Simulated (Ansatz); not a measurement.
**CH₆ClGeN: up Jacob's ladder to CCSD(T)**

One table from this session's results is given with a row withheld; the runs are named, their logs left out.

Program: Ansatz 0.2.0, Gaussian basis. Level of theory: functionals in def2-TZVPP, the program's frozen cores in correlated methods. These are calculated values, not measurements.

Levels to be run: PBE-D4, r2SCAN-D4, PBE0-D4, B3LYP-D4, ωB97X-V, ωB97M-V, B2PLYP; CCSD(T)/def2-TZVPP; MP2/def2-QZVPP; extrapolation to the limit.

**The geometry**

The geometry comes from an earlier relaxation with PBE0-D4 in a triple-zeta def2 set; it is a stationary point, not always the lowest conformer.

10 atoms, charge 0, spin multiplicity 1.

Atoms are counted from 1 here; the program's logs count them from 0.

Bond lengths: N1–Ge2 1.834 Å, N1–H5 1.011 Å, N1–H6 1.011 Å, Ge2–C3 1.976 Å, Ge2–H7 1.535 Å, Ge2–H8 1.540 Å, C3–Cl4 1.784 Å, C3–H9 1.090 Å, C3–H10 1.090 Å. Angles: Ge2–N1–H5 113.3°, Ge2–N1–H6 114.2°, H5–N1–H6 108.4°, N1–Ge2–C3 112.9°, N1–Ge2–H7 107.9°, N1–Ge2–H8 107.5°, C3–Ge2–H7 107.8°, C3–Ge2–H8 108.7°, H7–Ge2–H8 112.2°, Ge2–C3–Cl4 109.5°, Ge2–C3–H9 111.5°, Ge2–C3–H10 111.9°, Cl4–C3–H9 107.4°, Cl4–C3–H10 107.6°, H9–C3–H10 108.8°.

As a file:

```tsv
atom	x (Å)	y (Å)	z (Å)
N1	-1.4374	0.2893	-1.0548
Ge2	-0.4008	-0.7406	0.0535
C3	1.1599	0.2345	0.7726
Cl4	2.1060	0.9193	-0.5763
H5	-0.9217	0.6917	-1.8262
H6	-1.9371	1.0305	-0.5832
H7	0.1252	-1.9292	-0.7629
H8	-1.2867	-1.1900	1.2299
H9	0.8544	1.0635	1.4105
H10	1.8213	-0.4203	1.3397
```

The first run:

File in.yaml:

```yaml
crystal:
  periodic: [false, false, false]
  atoms:
    - {symbol: N, position_ang: [-1.437372, 0.289337, -1.054788]}
    - {symbol: Ge, position_ang: [-0.400838, -0.740574, 0.053536]}
    - {symbol: C, position_ang: [1.159915, 0.234521, 0.772626]}
    - {symbol: Cl, position_ang: [2.106046, 0.919346, -0.576339]}
    - {symbol: H, position_ang: [-0.921670, 0.691695, -1.826196]}
    - {symbol: H, position_ang: [-1.937117, 1.030461, -0.583176]}
    - {symbol: H, position_ang: [0.125246, -1.929205, -0.762871]}
    - {symbol: H, position_ang: [-1.286681, -1.189954, 1.229871]}
    - {symbol: H, position_ang: [0.854415, 1.063490, 1.410472]}
    - {symbol: H, position_ang: [1.821254, -0.420316, 1.339665]}
basis:
  gaussian: {orbitals: def2-TZVPP}
hamiltonian: {xc: pbe, dispersion: d4}
output: {forces: true, orbitals: {seedname: orbitals}}
```

Launch:

```console
> ansatz run in.yaml --threads 4 --pin off --events-out ev --progress --plain --max-ram 10444MiB
```

Among the steps run: PBE-D4 (GGA); r2SCAN-D4 (meta-GGA); PBE0-D4 (hybrid); B3LYP-D4 (hybrid); ωB97X-V (range-separated); ωB97M-V (range-separated); B2PLYP (double hybrid); CCSD(T) in def2-TZVPP; MP2 in def2-QZVPP.

One of the session's tables, all rows but one given; the rest of the session is left out.

```
            method  atomisation energy (kcal/mol)
            PBE-D4                          767.6
         r2SCAN-D4                          756.5
           PBE0-D4                          755.9
          B3LYP-D4                          755.4
           ωB97X-V                          762.3
           ωB97M-V                          758.3
            B2PLYP                          747.5
     HF/def2-TZVPP                          531.0
    MP2/def2-TZVPP                          745.9
   CCSD/def2-TZVPP                          729.0
CCSD(T)/def2-TZVPP                          740.6
           MP2/CBS                          765.9
       CCSD(T)/CBS                              ?
```

Q: Estimate the row for CCSD(T)/CBS from the others.

**Answer.** atomisation energy (kcal/mol): 760.5. In the column «atomisation energy (kcal/mol)» it lies between ωB97M-V (758.3) and ωB97X-V (762.3).
